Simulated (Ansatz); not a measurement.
# Ca (Calcium): the cost of one run

Method: DFT r2SCAN, scalar-relativistic, plane waves, PAW, in Ansatz 0.2.0.

1 further run of the same task is left out (set aside as unsound or not needed).

### Step 1. The system as given

It takes space group Fm-3m (No. 225, cubic). The conventional cell has a = 5.569 Å, b = 5.569 Å, c = 5.569 Å, α = 90.00°, β = 90.00°, γ = 90.00°. Around Ca (site symmetry m-3m) lie 12 Ca at 3.94 Å.

As a file:

```cif
data_structure
_symmetry_space_group_name_H-M 'P 1'
_symmetry_Int_Tables_number 1
_cell_length_a 3.9377
_cell_length_b 3.9377
_cell_length_c 3.9377
_cell_angle_alpha 60.000
_cell_angle_beta 60.000
_cell_angle_gamma 60.000
_cell_volume 43.17
loop_
_atom_site_label
_atom_site_type_symbol
_atom_site_fract_x
_atom_site_fract_y
_atom_site_fract_z
_atom_site_occupancy
Ca1 Ca 0.00000 0.00000 0.00000 1
```

It is the result of an earlier relaxation at this level (volume 43.17 Å³/atom; gap on the mesh: none (metal)).

### Step 2. Tight relaxation for the response runs, with the smearing for a metal

Response functions are second derivatives at a minimum, so forces and stress are first brought close to zero on the mesh and occupations that the response runs use.

Input file input.yaml:

```yaml
crystal:
  lattice:
    - [0.0, 2.7844090198, 2.7844090198]
    - [2.7844090198, 0.0, 2.7844090198]
    - [2.7844090198, 2.7844090198, 0.0]
  atoms:
    - { symbol: Ca, position: [0.0, 0.0, 0.0] }
basis:
  ecutwfc: 500
kpoints:
  mp_grid: { grid: [16, 16, 16] }
hamiltonian:
  xc: r2scan
scf:
  occupations: { method: fermi_dirac, width: 0.15 }
output:
  forces: true
  stress: true
  eigenvalues: true
  write_density: true
  write_potential: true
  elf: true
  volumetric_format: npy
relax:
  adjacent_minimum: "off"
  f_tol: 0.001
  max_steps: 60
  cell: { stress_tol: 0.01 }
```

Run with:

```
ansatz run input.yaml --threads 1 --pin off --max-ram 2560MiB --backend cpu --events-out ev --progress --plain --runs-dir out
```

What time and memory should one allow on 1 thread of Arm Neoverse N1, shared host?

About 43 s, with a peak of 0.47 GiB.
